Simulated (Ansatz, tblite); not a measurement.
# The cluster Hf3O6: one state, many levels

An exercise on one series of results from a longer session: the logs are not shown, and one member is left open.

Computed with Ansatz 0.2.0, Gaussian basis. Level: as each input shows.

Levels to be run: GFN1-xTB, GFN2-xTB, PBE-D4/def2-TZVP, r2SCAN-D4/def2-TZVP, LC-ωPBE/def2-TZVP, LDA/def2-TZVP, PBE-D4/def2-SVP, PBE0-D4/def2-SVP, MP2/def2-TZVP.

2 further runs of the same task are left out: 2 set aside as unsound or not needed.

**The relaxed structure**

The geometry is that of the singlet, from an earlier relaxation (PBE-D4/def2-SVP). At that level it is the lowest of the isomers that a small search found.

9 atoms, charge 0, spin multiplicity 1.

Bond lengths: Hf1–O6 1.982 Å, Hf1–O7 1.974 Å, Hf1–O8 1.789 Å, Hf2–O4 1.791 Å, Hf2–O5 1.978 Å, Hf2–O7 1.978 Å, Hf3–O5 1.975 Å, Hf3–O6 1.984 Å, Hf3–O9 1.789 Å. Angles: O6–Hf1–O7 102.8°, O6–Hf1–O8 108.1°, O7–Hf1–O8 105.2°, O4–Hf2–O5 106.9°, O4–Hf2–O7 106.9°, O5–Hf2–O7 104.1°, O5–Hf3–O6 102.9°, O5–Hf3–O9 105.6°, O6–Hf3–O9 108.4°, Hf2–O5–Hf3 135.5°, Hf1–O6–Hf3 134.3°, Hf1–O7–Hf2 135.0°.

Hf takes a core potential in the def2 sets. No spin-orbit coupling is included.

PBE0-D4/def2-TZVP was run before; its log isn't repeated, and its numbers join the tables.

The first run:

Tight binding, by tblite at 300 K electronic temperature and without a spin-polarisation term:

```python
tblite.interface.Calculator('GFN1-xTB', numbers, positions, charge=0, uhf=0).singlepoint()
```

Tight binding, by tblite at 300 K electronic temperature and without a spin-polarisation term:

```python
tblite.interface.Calculator('GFN2-xTB', numbers, positions, charge=0, uhf=0).singlepoint()
```

start.molden holds the orbitals of an earlier run on this state, given as this run's starting guess.

Input file in.yaml:

```yaml
crystal:
  periodic: [false, false, false]
  atoms:
    - {symbol: Hf, position_ang: [0.304290, -2.084860, 0.375617]}
    - {symbol: Hf, position_ang: [-1.848834, 0.675724, -0.664869]}
    - {symbol: Hf, position_ang: [1.450724, 1.364627, 0.758018]}
    - {symbol: O, position_ang: [-3.280516, 1.073945, 0.335017]}
    - {symbol: O, position_ang: [-0.343985, 1.753381, 0.031671]}
    - {symbol: O, position_ang: [1.374286, -0.586138, 1.109872]}
    - {symbol: O, position_ang: [-1.346198, -1.188010, -0.232775]}
    - {symbol: O, position_ang: [1.102552, -2.659519, -1.119203]}
    - {symbol: O, position_ang: [2.587681, 1.650860, -0.593359]}
basis:
  gaussian: {orbitals: def2-TZVP, initial_orbitals: start.molden}
hamiltonian: {xc: pbe, dispersion: d4}
scf: {omitted_lower_state_checks: [starts]}
output: {orbitals: {seedname: orbitals}}
```

Launch:

```
> ansatz run in.yaml --threads 4 --pin off --events-out ev --progress --plain --max-ram 6963MiB
```

Steps of the session up to this table: PBE-D4/def2-TZVP; r2SCAN-D4/def2-TZVP; LC-ωPBE/def2-TZVP; LDA/def2-TZVP; PBE-D4/def2-SVP; PBE0-D4/def2-SVP; MP2/def2-TZVP.

One table of the session follows, with a row left open; its other results are not shown here.

It belongs to the step «Binding energy». 

| level | binding an atom (eV) |
| --- | --- |
| HF/def2-TZVP | 3.665 |
| LDA/def2-TZVP | 6.925 |
| PBE-D4/def2-SVP | 6.202 |
| PBE-D4/def2-TZVP | ? |
| r2SCAN-D4/def2-TZVP | 5.979 |
| PBE0-D4/def2-SVP | 5.773 |
| PBE0-D4/def2-TZVP | 5.767 |
| LC-ωPBE/def2-TZVP | 5.888 |
| MP2/def2-TZVP | 6.202 |

Estimate the missing values for PBE-D4/def2-TZVP.

As computed: binding an atom (eV): 6.151. In the column «binding an atom (eV)» it lies between r2SCAN-D4/def2-TZVP (5.979) and PBE-D4/def2-SVP (6.202).

Caveats from the session: Free atoms were run apart at each level; binding is atoms less cluster, divided by the number of atoms, without zero-point or spin-orbit terms.
